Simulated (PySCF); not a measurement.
**Pt²⁺: ionisation energy in x2c-TZVPPall plus 1 even-tempered diffuse shell per l**

Aim: the ionisation energy of platinum from differences of total energies, at each level of theory, and how far each lands from the tabulated value where there is one.

Method: unrestricted determinants in a Gaussian basis, no spin-orbit coupling in the energies. Code: PySCF 2.14.0.

## 1. What is computed

```
Element                                   : platinum (Z = 78)
Basis                                     : x2c-TZVPPall with one added diffuse shell each of s, p, d, f type (12s8p8d4f1g, 113 functions)
Hamiltonian                               : the spin-free X2C one-electron Hamiltonian (Gaussian nucleus)
State 1                                   : Pt²⁺: [Xe] 4f14 5d8, high-spin 3F determinant
Needed too, but not shown                 : Pt⁺ [Xe] 4f14 5d9 (2D)
Methods                                   : CCSD(T)
Core shells frozen in the correlated runs : valence and next inner shell: [Kr] 4d10 4f14 (for Pt²⁺)
```

Outer shells as boxes (Hund's rule):

Pt2+ [Xe] 4f14 5d8
```
[Xe] core
4f [↑↓][↑↓][↑↓][↑↓][↑↓][↑↓][↑↓]
5d [↑↓][↑↓][↑↓][↑ ][↑ ]
```

The runs were made by one driver on top of PySCF. The scripts below sum up each run's settings (the driver also hands on starting orbitals that pick excited configurations, and frozen orbitals as a list rather than a count), and the logs come from the driver's own runs. The driver starts from symmetry-adapted Hartree-Fock orbitals, holds the occupation by maximum overlap and uses a logarithmic radial grid for functionals, so a plain start would take other cycles.

The integrals over 113 functions and the set-up took 8.6 s of CPU time.

## 2. Pt²⁺: CCSD(T) (valence and next inner shell)

Level: CCSD(T) (valence and next inner shell).

The input, input.py:

```python
from pyscf import gto, scf, dft, mp, cc
import basis_set_exchange as bse
mol = gto.M(atom="Pt 0 0 0", charge=2, spin=2, symmetry="D2h",
            basis=gto.basis.parse(bse.get_basis("x2c-TZVPPall", elements=["Pt"], fmt="nwchem", augment_diffuse=1)),
            nucmod="G")
mf = scf.UHF(mol).sfx2c1e()
mf.irrep_nelec = {'Ag': (11, 9), 'B1g': (3, 3), 'B2g': (3, 3), 'B3g': (3, 3), 'Au': (1, 1), 'B1u': (6, 6), 'B2u': (6, 6), 'B3u': (6, 6)}
mf.kernel()
mycc = cc.CCSD(mf, frozen=30).run()
mycc.ccsd_t()
```

**Question.** What will these runs give?

The runs gave:

| quantity | value |
| --- | --- |
| ionisation energy, Pt⁺ | UHF 16.936, CCSD(T) (valence and next inner shell) 18.656 eV; reference 18.56 ± 0.12 |

Accuracy by level (over 1 difference):

```
                                method  mean absolute miss against the measured value (with the measured fine structure taken into account where it is known) (eV)
                                   UHF                                                                                                                       1.976
    MP2 (valence and next inner shell)                                                                                                                       0.047
SCS-MP2 (valence and next inner shell)                                                                                                                       0.267
   CCSD (valence and next inner shell)                                                                                                                       0.392
CCSD(T) (valence and next inner shell)                                                                                                                       0.256
```

What this shows: Against experiment MP2 (valence and next inner shell) comes closest (off by 0.05 eV) and UHF is farthest (1.98 eV). In a finite basis a lower level can come nearest by cancelling errors. Hartree-Fock falls short because the species with more electrons holds more correlation energy, which it lacks. All values hold for this basis alone; no basis-set limit was taken.
